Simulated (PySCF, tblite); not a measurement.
**C5H8PSi−: infrared bands and NMR shifts**

What infrared bands and NMR shifts should C5H8PSi− (`Cc1ccc([SiH3])[p-]1`) show?

Computed with tblite 0.8.0 and PySCF 2.14.0, with density-fitted response routines of our own, on a single molecule in the gas phase. Atoms are numbered from 0 throughout.

## (1) Starting geometry

15 atoms, charge -1, multiplicity 1; geometry from: GFN2-xTB.

Bonds of the start (Å): C0–C1 1.50, C1–C2 1.39, C2–C3 1.39, C3–C4 1.39, C4–Si5 1.85, C4–P6 1.77, P6–C1 1.75, C0–H7 1.09, C0–H8 1.10, C0–H9 1.10, C2–H10 1.09, C3–H11 1.08, Si5–H12 1.48, Si5–H13 1.48, Si5–H14 1.48.

## (2) Vibrational analysis with GFN2-xTB

Job settings and geometry (Å):

```
{"job": {"kind": "ir", "xc": "GFN2-xTB", "basis": "xTB"}, "charge": -1, "multiplicity": 1}
C     -2.864855     0.338889    -0.361486
C     -1.380594     0.125488    -0.290864
C     -0.791286    -1.114729    -0.093772
C      0.596616    -1.061368    -0.063139
C      1.111875     0.219744    -0.237372
Si     2.908586     0.640364    -0.251723
P     -0.192836     1.400674    -0.447337
H     -3.092881     1.397926    -0.479825
H     -3.356404    -0.020044     0.548930
H     -3.300854    -0.201932    -1.208384
H     -1.366481    -2.027439     0.026360
H      1.229580    -1.930271     0.083569
H      3.433747     1.166369    -1.532866
H      3.724182    -0.563823     0.026894
H      3.337190     1.638142     0.753449
```

**Question.** This job is followed by: GIAO PBE0/pcSseg-1 NMR shielding, non-relativistic, gas phase. Predict these results of the whole session: strongest single infrared mode (GFN2-xTB); zero-point energy (GFN2-xTB); ¹³C shifts against TMS (PBE0/pcSseg-1); ¹H shifts against TMS (PBE0/pcSseg-1, means over atoms taken as alike); ²⁹Si shifts against TMS (PBE0/pcSseg-1); ³¹P shifts against H3PO4 (PBE0/pcSseg-1).

The runs gave:

| quantity | value |
| --- | --- |
| strongest single infrared mode (GFN2-xTB) | 2059 cm⁻¹, 574 km/mol |
| zero-point energy (GFN2-xTB) | 65.3 kcal/mol |
| ¹³C shifts against TMS (PBE0/pcSseg-1) | 157.7, 131.2, 120.9, 115.8, 21.4 ppm |
| ¹H shifts against TMS (PBE0/pcSseg-1, means over atoms taken as alike) | 6.82, 6.72, 4.55, 2.61 ppm |
| ²⁹Si shifts against TMS (PBE0/pcSseg-1) | -85.0 ppm |
| ³¹P shifts against H3PO4 (PBE0/pcSseg-1) | 125.3 ppm |

In words: All 39 modes are real, so the xTB geometry is a minimum. The strongest single mode, at 2059 cm⁻¹, moves mainly H12. Unscaled tight-binding wavenumbers are off by several per cent, some by more. Its intensities can rank the bands wrongly. At PBE0/pcSseg-1: Shielding is most anisotropic at P6 (span 301 ppm, paramagnetic term -778 ppm). NICS(1)zz of -28 ppm above the planar ring from C1 marks a diatropic (aromatic) ring current.
